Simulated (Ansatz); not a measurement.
# Hg (bcc type): how the settings move a single-point run

Question: which choices in the input matter for Hg (bcc type)?

Program: Ansatz 0.2.0. Level of theory: reference: DFT, PBEsol, all-electron PAW with datasets made for the crystal, scalar-relativistic. These are calculated values, not measurements.

1 further run of the same task is left out (it didn't finish). Runs told in other sessions of the task aren't counted.

## Step 1: The structure to begin with

Symmetry: Im-3m, No. 229, cubic system. The conventional cell has a = 3.629 Å, b = 3.629 Å, c = 3.629 Å, α = 90.00°, β = 90.00°, γ = 90.00°. Around Hg (site symmetry m-3m) lie 8 Hg at 3.14 Å.

Coordinates:

```
Hg
1.0
    -1.81439    1.81439    1.81439
     1.81439   -1.81439    1.81439
     1.81439    1.81439   -1.81439
Hg
1
Direct
  0.00000 0.00000 0.00000
```

## Step 2: The reference run

Contents of input.yaml:

```yaml
crystal:
  lattice:
    - [-1.8143908132, 1.8143908132, 1.8143908132]
    - [1.8143908132, -1.8143908132, 1.8143908132]
    - [1.8143908132, 1.8143908132, -1.8143908132]
  atoms:
    - { symbol: Hg, position: [0.0, 0.0, 0.0] }
kpoints:
  mp_grid: { grid: [15, 15, 15] }
scf:
  occupations: { method: fermi_dirac, width: 0.08 }
hamiltonian:
  xc: pbesol
  pseudopotentials: { kind: all_electron, datasets: crystal }
output:
  forces: true
  stress: true
  eigenvalues: true
```

On the command line:

```sh
$ ansatz run input.yaml --threads 1 --pin off --max-ram 2048MiB --backend cpu --events-out ev --progress --plain --runs-dir out
```

## Step 3: Variant: occupations.method tetrahedron, width left out

input.yaml, as its differences from that of step 2:

```diff
@@ -10,3 +10,3 @@
 scf:
-  occupations: { method: fermi_dirac, width: 0.08 }
+  occupations: { method: tetrahedron }
 hamiltonian:
```

Q: Predict the outcome of this session. Wanted: for each run, ending; energy change; pressure; gap; force.

As calculated:

```csv
run,ending,energy change,pressure (GPa),gap (eV),force (eV/Å),cycles,time
reference,converged,0,-0.1,0.00,0.00,6,5.3 s
"1: occupations.method tetrahedron, width left out",converged,-5.2 meV/atom (σ→0),0.3,0.00,0.00,6,4.3 s
```

Residual by cycle in the longest SCF loop of each run; runs are numbered as in the table. The quantity is the density residual dr2, in eV.

```csv
cycle,reference,run 1
1,0.223,0.218
2,0.00453,0.00438
3,0.00105,0.00101
4,1.6e-5,1.7e-5
5,1.9e-6,2.0e-6
6,2.1e-8,7.8e-9
```

Changing the smearing moves the energy by -5.2 meV/atom (σ→0 values), and the pressure goes from -0.1 to 0.3 GPa.
